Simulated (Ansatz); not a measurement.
# Mo3W: a trial structure relaxed

The task: take a trial cell of Mo3W to zero force and stress.

Method: DFT PBE, scalar-relativistic, plane waves, PAW, in Ansatz 0.2.0.

## 1. The system as given

The structure is cubic, space group Fm-3m (No. 225). The conventional cell has a = 8.236 Å, b = 8.236 Å, c = 8.236 Å, α = 90.00°, β = 90.00°, γ = 90.00°. Around Mo (site symmetry m-3m) lie 8 Mo at 3.57 Å. Mo (site symmetry -43m) is surrounded by 4 Mo at 3.57 Å and 4 W at 3.57 Å. W (site symmetry m-3m) is surrounded by 8 Mo at 3.57 Å.

Coordinates:

```cif
data_structure
_symmetry_space_group_name_H-M 'P 1'
_symmetry_Int_Tables_number 1
_cell_length_a 5.8240
_cell_length_b 5.8240
_cell_length_c 5.8240
_cell_angle_alpha 60.000
_cell_angle_beta 60.000
_cell_angle_gamma 60.000
_cell_volume 139.69
loop_
_atom_site_label
_atom_site_type_symbol
_atom_site_fract_x
_atom_site_fract_y
_atom_site_fract_z
_atom_site_occupancy
Mo1 Mo 0.00000 0.00000 0.00000 1
Mo2 Mo 0.25000 0.25000 0.25000 1
Mo3 Mo 0.75000 0.75000 0.75000 1
W1 W 0.50000 0.50000 0.50000 1
```

The cell is invented: random cell by space group and Wyckoff sites (Fm-3m, No. 225). Lengths come from tabulated atomic sizes and are only a guess.

## 2. The guess as it stands, on a coarse mesh

input.yaml reads:

```yaml
crystal:
  lattice:
    - [0.0, 4.11821846, 4.11821846]
    - [4.11821846, 0.0, 4.11821846]
    - [4.11821846, 4.11821846, 0.0]
  atoms:
    - { symbol: Mo, position: [0.0, 0.0, 0.0] }
    - { symbol: Mo, position: [0.25, 0.25, 0.25] }
    - { symbol: Mo, position: [0.75, 0.75, 0.75] }
    - { symbol: W, position: [0.5, 0.5, 0.5] }
basis:
  ecutwfc: 420
kpoints:
  mp_grid: { grid: [4, 4, 4] }
hamiltonian:
  xc: pbe
scf:
  occupations: { method: gaussian, width: 0.1 }
  lower_state_search: "off"
output:
  forces: true
  stress: true
  eigenvalues: true
```

Launch:

```console
$ ansatz run input.yaml --threads 1 --pin off --max-ram 2560MiB --backend cpu --events-out ev --progress --plain --runs-dir out
```

Further runs follow: a loose first relaxation; another rough relaxation; spin check on a coarse mesh; relaxation on the finer mesh.

Before running it: what results should come out? Wanted: conventional cell; volume; energy over the elements; gap on the mesh.

The runs gave:

| quantity | value |
| --- | --- |
| symmetry at the end (tolerance 0.05 Å) | space group Fm-3m (No. 225) |
| conventional cell | a = 6.332 Å, b = 6.332 Å, c = 6.332 Å, α = 90.00°, β = 90.00°, γ = 90.00° |
| volume | 15.87 Å³/atom |
| energy over the elements | 0.00 eV/atom |
| gap on the mesh | none (metal) |

What this shows: The space group Fm-3m (No. 225) is kept, and the volume per atom shrinks by 54.6 % from the first guess. The formation energy of this structure is too near zero to say whether it is bound against the elements. No finished test with a distortion of lower symmetry is shown, so the end may be a saddle point. These runs have no spin-orbit coupling; with W it would split and shift bands. Other magnetic orders were not searched.
